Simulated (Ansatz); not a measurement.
## BrHSSn, SMILES [SH][Sn][Br]: energies of removing a hydrogen, step by step

Program: the Python package of Ansatz (0.2.0).

Typed at the interpreter:
```pycon
>>> import ansatz as az
>>> from ase import Atoms
>>> def single_point(molecule, charge=0, unpaired=0):
...     calc = (
...         molecule.calculation()
...         .basis(gaussian="def2-SVP")
...         .functional("r2SCAN")
...     )
...     if charge:
...         calc = calc.charge(charge)
...     if unpaired:
...         calc = calc.spin("collinear", total=unpaired)
...     report = calc.run(threads=1).report
...     if report["published_state_doubts"]:
...         print("  doubts:", report["published_state_doubts"])
...     return report["free_energy_ev"]
...
>>> def without(molecule, index):
...     rest = az.Crystal.molecule()
...     for i, site in enumerate(molecule.cartesian_sites):
...         if i != index:
...             rest = rest.atom(site.symbol, site.position_ang)
...     return rest
...
>>> atoms = Atoms(["S", "Sn", "Br", "H"], positions=[
...     (-0.0404, 1.2727, -0.9474),
...     (-1.1667, -0.6321, -0.0165),
...     (0.5606, -2.2709, 0.7196),
...     (0.7021, 1.5699, 0.2239),
... ])
>>> system = az.Crystal.molecule_from_ase(atoms)
>>> whole = single_point(system, 0)
>>> hydrogen = single_point(az.Crystal.molecule().atom("H", (0, 0, 0)), 0, 1)
>>> print(f"E(molecule) = {whole:.5f} eV, E(H) = {hydrogen:.5f} eV")
E(molecule) = -86720.97085 eV, E(H) = -13.58417 eV
>>> for index in [3]:
...     radical = single_point(without(system, index), 0, 1)
...     print(f"H{index}: homolysis {96.485332 * (radical + hydrogen - whole):.1f} kJ/mol")
...     anion = single_point(without(system, index), -1)
...     print(f"H{index}: loss of a proton {96.485332 * (anion - whole):.1f} kJ/mol")
...
H3: homolysis 336.5 kJ/mol
H3: loss of a proton 1378.8 kJ/mol
```

Total energies depend on the basis set; only differences at equal settings carry meaning. The geometry is a force-field or estimated start, not a minimum of this method, and the basis set is short of its limit. All parts are taken at fixed geometry, without zero-point energy. def2 sets replace the cores of elements past krypton by effective core potentials. The spin-orbit lowering of heavy atoms is left out. Anions want diffuse functions, which this basis lacks. Run time: 49 s on 1 thread of Arm Neoverse V1 (shared host), peak memory 0.28 GiB.
